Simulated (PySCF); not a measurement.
# GeH6S2Si: geometry, electronic excitations

Wanted: the electronic excitations of GeH6S2Si (`[SiH3][S][GeH2][SH]`), by calculation.

Programs: PySCF 2.14.0, with density-fitted response routines of our own. Each step states its level of theory. These are calculated values for one molecule in the gas phase, unless marked as measured. Atoms count from 0, in the outputs and in this text.

## 1. Starting geometry

10 atoms, charge 0, multiplicity 1; geometry from: GFN2-xTB. The atoms were then displaced at random by about 0.01 Å, so the start is not that level's minimum.

Bonds of the start (Å): Si0–S1 2.13, S1–Ge2 2.20, Ge2–S3 2.25, Si0–H4 1.47, Si0–H5 1.47, Si0–H6 1.45, Ge2–H7 1.50, Ge2–H8 1.53, S3–H9 1.34.

## 2. Optimising the geometry at PBE0-D3(BJ)/def2-SVP

Job settings and geometry (Å):

```
{"job": {"xc": "PBE0", "basis": "def2-SVP", "d3": "d3bj", "grid": 1, "shake": 0.01, "kind": "geom"}, "charge": 0, "multiplicity": 1}
Si    -1.788500     0.638260    -0.120540
S     -0.629770    -0.443050     1.302450
Ge     1.086030    -1.013220     0.041230
S      2.420590     0.717750    -0.484590
H     -2.956770     1.037210     0.671880
H     -1.031560     1.807610    -0.596890
H     -2.124200    -0.249030    -1.218150
H      0.700850    -1.631200    -1.269710
H      1.888140    -2.024060     0.871640
H      2.485610     1.138800     0.781620
```

Command:

```
$ OMP_NUM_THREADS=1 python probes_run.py task.json out
```

The driver reads the jobs from task.json and runs them one after another.

**Question.** This job is followed by: TDDFT PBE0/def2-TZVPD, vertical, gas phase, core orbitals frozen in the response. Predict these results of the whole session: point group; rotational constants (main isotopes); lowest singlet (PBE0/def2-TZVPD); brightest single state of those computed; lowest triplet.

**Answer**, as computed:

| quantity | value |
| --- | --- |
| point group | C1 |
| rotational constants (main isotopes) | 2.80, 1.44, 1.05 GHz |
| lowest singlet (PBE0/def2-TZVPD) | 5.36 eV (232 nm), f = 0.017 |
| brightest single state of those computed | state 4, 5.94 eV, f = 0.031 |
| lowest triplet | 4.88 eV |

Relaxing lowered the energy by 0.115 eV in 13 steps; the close pair that moved most is Si0–H6, from 1.451 to 1.493 Å. No frequency check was run at this level, so the end point may be a saddle. The first singlet state (HOMO→LUMO 0.93) lies at 5.36 eV and is weak; of the 10 states computed, the strongest absorption comes from state 4 at 5.94 eV. The lowest triplet lies 0.47 eV below the lowest singlet (triplets in Tamm-Dancoff, singlets in full TDDFT).
